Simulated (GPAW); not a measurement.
Wanted: an ASE script for a GPAW 26.7.0 run.

| Property | Result |
| --- | --- |
| Task | equation of state |
| Functional | LDA |
| Potentials or basis | the program's PAW data sets (release 1.2.1) made for this functional |
| Cutoff | 600 eV |
| Basis | pw |
| k mesh | 5 × 5 × 5 |
| Occupations | fermi-dirac, width 0.05 eV |
| Spin | no spin polarisation |
| Maxiter | 150 |
| Eos scales | [0.94, 0.96, 0.98, 1.0, 1.02, 1.04, 1.06] |

Crystal: Ti3S2.

```
Ti S
1.0
     2.71311    1.56642    3.23762
    -2.71311    1.56642    3.23762
     0.00000   -3.13283    3.23762
Ti S
3 2
Direct
  0.00000 0.33565 0.66434
  0.66434 0.00000 0.33565
  0.33565 0.66434 0.00000
  0.16784 0.16784 0.16784
  0.83216 0.83216 0.83216
```

The cell comes from a database or a generator and needn't be the stable form of this composition.

These files were run (other wordings do the same):

run.py

```python
from ase import Atoms
from ase.eos import EquationOfState
from ase.io import Trajectory
from ase.units import GPa
from gpaw import GPAW, PW

atoms = Atoms(['Ti', 'Ti', 'Ti', 'S', 'S'],
              cell=[[2.7131139241, 1.5664170544, 3.2376184047],
                    [-2.7131139241, 1.5664170544, 3.2376184047],
                    [0.0, -3.1328341088, 3.2376184047]],
              scaled_positions=[[0.0, 0.335655, 0.664345],
                                [0.664345, 0.0, 0.335655],
                                [0.335655, 0.664345, 0.0],
                                [0.167839, 0.167839, 0.167839],
                                [0.832161, 0.832161, 0.832161]],
              pbc=True)

traj = Trajectory('eos.traj', 'w')
volumes, energies = [], []
for x in [0.94, 0.96, 0.98, 1.0, 1.02, 1.04, 1.06]:
    a = atoms.copy()
    a.set_cell(atoms.cell * x**(1 / 3), scale_atoms=True)
    calc = GPAW(mode=PW(600),
                xc='LDA',
                kpts={'size': (5, 5, 5), 'gamma': True},
                occupations={'name': 'fermi-dirac', 'width': 0.05},
                nbands=44,
                convergence={'density': 1e-05, 'energy': 1e-05},
                maxiter=150,
                txt=f'eos-{x:.2f}.txt')
    a.calc = calc
    energies.append(a.get_potential_energy(force_consistent=True))
    volumes.append(a.get_volume())
    p = -a.get_stress()[:3].mean() / GPa
    calc.write(f'eos-{x:.2f}.gpw')
    traj.write(a)
    print(f'{x:.2f} {volumes[-1]:10.4f} A^3 {energies[-1]:14.6f} eV {p:9.3f} GPa', flush=True)

v0, e0, B = EquationOfState(volumes, energies, eos='birchmurnaghan').fit()
print(f'V0 = {v0:.4f} A^3, E0 = {e0:.6f} eV, B0 = {B / GPa:.2f} GPa')
```

Potentials or basis: the program's PAW data sets (release 1.2.1) made for this functional, pw.

Launch:

```bash
$ OMP_NUM_THREADS=1 python run.py
```

It gave:

| Property | Result |
| --- | --- |
| Equilibrium volume | 15.63 Å³/atom |
| Bulk modulus at fixed shape and positions | 150 GPa |
| Pressure derivative of the bulk modulus | 4.6 |

Caveat: the cell was scaled at fixed shape and fractional positions, which overstates the stiffness of a crystal with free parameters, most of all of layers and chains.

Wall time 9.3 min on 1 thread of Arm Neoverse V1, on a shared host, peak memory 0.39 GiB.
